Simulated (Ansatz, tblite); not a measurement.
# The cluster Mg4O4−: rung by rung

How do method and basis change the picture of the cluster Mg4O4− (doublet)?

Computed with Ansatz 0.2.0, Gaussian basis. Level: as each input shows.

Levels to be run: GFN1-xTB, GFN2-xTB, PBE-D4/def2-TZVPD, r2SCAN-D4/def2-TZVPD, B97M-V/def2-TZVPD, HF/def2-TZVPD, r2SCANh-D4/def2-TZVPD, MP2/def2-TZVPD, RPA/def2-TZVPD.

9 further runs of the same task are left out: 5 that didn't finish, 4 set aside as unsound or not needed. Runs told in other sessions of the task aren't counted.

## Step 1: The structure

The doublet was relaxed beforehand with PBE0-D4/def2-SVPD. At that level it is the lowest of the isomers that a small search found.

8 atoms, charge -1, spin multiplicity 2.

Bond lengths: Mg1–O5 1.870 Å, Mg1–O6 1.903 Å, Mg1–O7 2.131 Å, Mg2–O5 1.870 Å, Mg2–O7 2.131 Å, Mg2–O8 1.903 Å, Mg3–O6 1.852 Å, Mg3–O7 1.894 Å, Mg4–O7 1.894 Å, Mg4–O8 1.852 Å. Angles: O5–Mg1–O6 176.7°, O5–Mg1–O7 93.1°, O6–Mg1–O7 90.1°, O5–Mg2–O7 93.1°, O5–Mg2–O8 176.7°, O7–Mg2–O8 90.1°, O6–Mg3–O7 99.6°, O7–Mg4–O8 99.6°, Mg1–O5–Mg2 94.0°, Mg1–O6–Mg3 88.9°, Mg1–O7–Mg2 79.8°, Mg1–O7–Mg3 81.4°, Mg1–O7–Mg4 161.2°, Mg2–O7–Mg3 161.2°, Mg2–O7–Mg4 81.4°, Mg3–O7–Mg4 117.5°, Mg2–O8–Mg4 88.9°.

As a file:

```xyz
8
charge -1, multiplicity 2
Mg    0.7277    1.3267   -0.7663
Mg   -0.2797   -1.1809   -1.1848
Mg    0.2357    1.3674    1.8166
Mg   -0.9566   -1.6016    1.3212
O     0.5095    0.1652   -2.2156
O     0.9958    2.5796    0.6410
O    -0.1430   -0.0450    0.6134
O    -1.0893   -2.6114   -0.2255
```

The ion is computed in the gas phase, without counter-ions or solvent.

PBE0-D4/def2-TZVPD was run before; its log isn't repeated, and its numbers join the tables.

## Step 2: GFN1-xTB

Tight binding, by tblite at 300 K electronic temperature and without a spin-polarisation term:

```python
tblite.interface.Calculator('GFN1-xTB', numbers, positions, charge=-1, uhf=1).singlepoint()
```

Energy -594.6037 eV; 0.004 s.

## Step 3: GFN2-xTB

Tight binding, by tblite at 300 K electronic temperature and without a spin-polarisation term:

```python
tblite.interface.Calculator('GFN2-xTB', numbers, positions, charge=-1, uhf=1).singlepoint()
```

Energy -512.8537 eV; 0.015 s.

## Step 4: PBE-D4/def2-TZVPD

start.molden holds the orbitals of an earlier run on this state, given as this run's starting guess.

in.yaml

```yaml
crystal:
  periodic: [false, false, false]
  atoms:
    - {symbol: Mg, position_ang: [0.727721, 1.326658, -0.766280]}
    - {symbol: Mg, position_ang: [-0.279732, -1.180854, -1.184839]}
    - {symbol: Mg, position_ang: [0.235724, 1.367353, 1.816631]}
    - {symbol: Mg, position_ang: [-0.956581, -1.601620, 1.321151]}
    - {symbol: O, position_ang: [0.509452, 0.165202, -2.215598]}
    - {symbol: O, position_ang: [0.995758, 2.579645, 0.640975]}
    - {symbol: O, position_ang: [-0.143042, -0.044965, 0.613440]}
    - {symbol: O, position_ang: [-1.089300, -2.611419, -0.225481]}
basis:
  gaussian: {orbitals: def2-TZVPD, initial_orbitals: start.molden}
total_charge: -1
magnetization: {spin_polarized: true, initial_magnetization: 1}
hamiltonian: {xc: pbe, dispersion: d4}
scf: {omitted_lower_state_checks: [starts]}
output: {forces: true, orbitals: {seedname: orbitals}}
```

Launch:

```sh
> ansatz run in.yaml --threads 4 --pin off --events-out ev --progress --plain --max-ram 4787MiB
```

After this run come: r2SCAN-D4/def2-TZVPD; B97M-V/def2-TZVPD; HF/def2-TZVPD; r2SCANh-D4/def2-TZVPD; MP2/def2-TZVPD; RPA/def2-TZVPD.

Q: Predict the results of all the runs planned. Wanted: gap in def2-TZVPD, named functionals and Hartree-Fock, smallest and largest; correlation energy, MP2/def2-TZVPD; ⟨S²⟩ in def2-TZVPD, named functionals and Hartree-Fock, smallest and largest.

As calculated:

| quantity | value |
| --- | --- |
| gap in def2-TZVPD, named functionals and Hartree-Fock, smallest and largest | 0.30 eV (B97M-V), 5.40 eV (HF) |
| correlation energy, MP2/def2-TZVPD | -49.30 eV |
| ⟨S²⟩ in def2-TZVPD, named functionals and Hartree-Fock, smallest and largest | 0.752, 0.756 |

Orbital gaps of the named functionals and Hartree-Fock in def2-TZVPD span 0.30 eV (B97M-V) to 5.40 eV (HF); exact exchange widens it. Over the named functionals and Hartree-Fock in def2-TZVPD spin contamination reaches 0.01 (r2SCAN-D4), which is small.
